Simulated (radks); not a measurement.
# Valence configurations of Cl⁺

Aim: which of several valence configurations of Cl⁺ lies lowest at this level, and whether it is the one NIST lists ([Ne] 3s2 3p4).

The numbers are computed with radks (a radial shooting solver on a logarithmic mesh, Libxc functionals) version 1 (Dirac Kohn-Sham, PBEsol, spin-unpolarised, spherical densities, point nucleus; open shells fill j = l - 1/2 first), except any that are marked as measured or tabulated.

## (1) Starting point

```
element       : chlorine (Z = 17)
charge        : +1
electrons     : 16
configuration : [Ne] 3s2 3p4
others tried  : 3s1 3p5; 3p6; 3s1.5 3p4.5; 3s0.5 3p5.5
```

## (2) [Ne] 3s2 3p4

Settings of this run:

```text
Z 17
configuration [Ne] 3s2 3p4
relativity Dirac
functional pbe_sol,pbe_sol
spin unpolarised
j_filling energy
nucleus point
c 137.035999084
```

The run is started by

```sh
$ python run_ks.py task.json out
```

All runs below come from this command, one after another.

## (3) [Ne] 3s1 3p5

Settings, as their differences from step 2:

```diff
@@ -1,3 +1,3 @@
 Z 17
-configuration [Ne] 3s2 3p4
+configuration [Ne] 3s1 3p5
 relativity Dirac
```

## (4) [Ne] 3p6

Settings, as their differences from step 3:

```diff
@@ -1,3 +1,3 @@
 Z 17
-configuration [Ne] 3s1 3p5
+configuration [Ne] 3p6
 relativity Dirac
```

## (5) [Ne] 3s1.5 3p4.5

Settings, as their differences from step 4:

```diff
@@ -1,3 +1,3 @@
 Z 17
-configuration [Ne] 3p6
+configuration [Ne] 3s1.5 3p4.5
 relativity Dirac
```

## (6) [Ne] 3s0.5 3p5.5

Settings, as their differences from step 5:

```diff
@@ -1,3 +1,3 @@
 Z 17
-configuration [Ne] 3s1.5 3p4.5
+configuration [Ne] 3s0.5 3p5.5
 relativity Dirac
```

**Question.** What will these runs give? Wanted: for each run, valence; E − E(NIST configuration); highest level; its energy; 1s shift.

The runs gave:

```csv
valence,E − E(NIST configuration) (eV),highest level,its energy (eV),1s shift (eV)
3s2 3p4,0.000,3p3/2,-19.319,+0.00
3s1.5 3p4.5,6.347,3p3/2,-19.604,-0.67
3s1 3p5,12.715,3p3/2,-19.883,-1.32
3s0.5 3p5.5,19.103,3p3/2,-20.154,-1.96
3p6,25.511,3p3/2,-20.420,-2.59
```

What this shows: The NIST configuration is the lowest of those tried, 6.347 eV under 3s1.5 3p4.5. The energies are those of spherical spin-averaged densities, not of single terms. The 1s eigenvalue shifts by up to 2.59 eV as the valence charge is rearranged.
